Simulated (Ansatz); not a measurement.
# Au: the cost of one run

Method: DFT r2SCAN, scalar-relativistic, plane waves, PAW, in Ansatz 0.2.0.

This is Au in the hcp structure; at room conditions it is fcc.

1 further run of the same task is left out (set aside as unsound or not needed).

## 1. The structure to begin with

The structure is hexagonal, space group P6_3/mmc (No. 194). Conventional cell: a = 2.890 Å, b = 2.890 Å, c = 4.865 Å, α = 90.00°, β = 90.00°, γ = 120.00°. Around Au (site symmetry -6m2) lie 12 Au at 2.89 to 2.95 Å.

Structure file:

```xyz
2
Lattice="2.8903 0.0000 0.0000 -1.4451 2.5031 0.0000 0.0000 0.0000 4.8647" Properties=species:S:1:pos:R:3 pbc="T T T"
Au    0.0000    1.6687    3.6485
Au    1.4451    0.8344    1.2162
```

This cell was relaxed beforehand with the same method: volume 17.60 Å³/atom, gap on the mesh none (metal).

## 2. Zero of the scan

input.yaml reads:

```yaml
crystal:
  lattice:
    - [2.8902925736, 0.0, 0.0]
    - [-1.4451462868, 2.5030667931, 0.0]
    - [0.0, 0.0, 4.8647156948]
  atoms:
    - { symbol: Au, position: [0.3333333333, 0.6666666667, 0.75] }
    - { symbol: Au, position: [0.6666666667, 0.3333333333, 0.25] }
basis:
  ecutwfc: 500
kpoints:
  mp_grid: { grid: [12, 12, 8] }
hamiltonian:
  xc: r2scan
scf:
  occupations: { method: gaussian, width: 0.15 }
output:
  forces: true
  stress: true
  eigenvalues: true
  write_density: true
  write_potential: true
  elf: true
  volumetric_format: npy
```

Launch:

```
$ ansatz run input.yaml --threads 1 --pin off --max-ram 2560MiB --backend cpu --events-out ev --progress --plain --runs-dir out
```

**Question.** How long does this run take on 1 thread of Intel Xeon at 2.50GHz (Skylake/Cascade Lake), shared host, and how much memory does it need?

About 22 s, with a peak of 0.45 GiB.
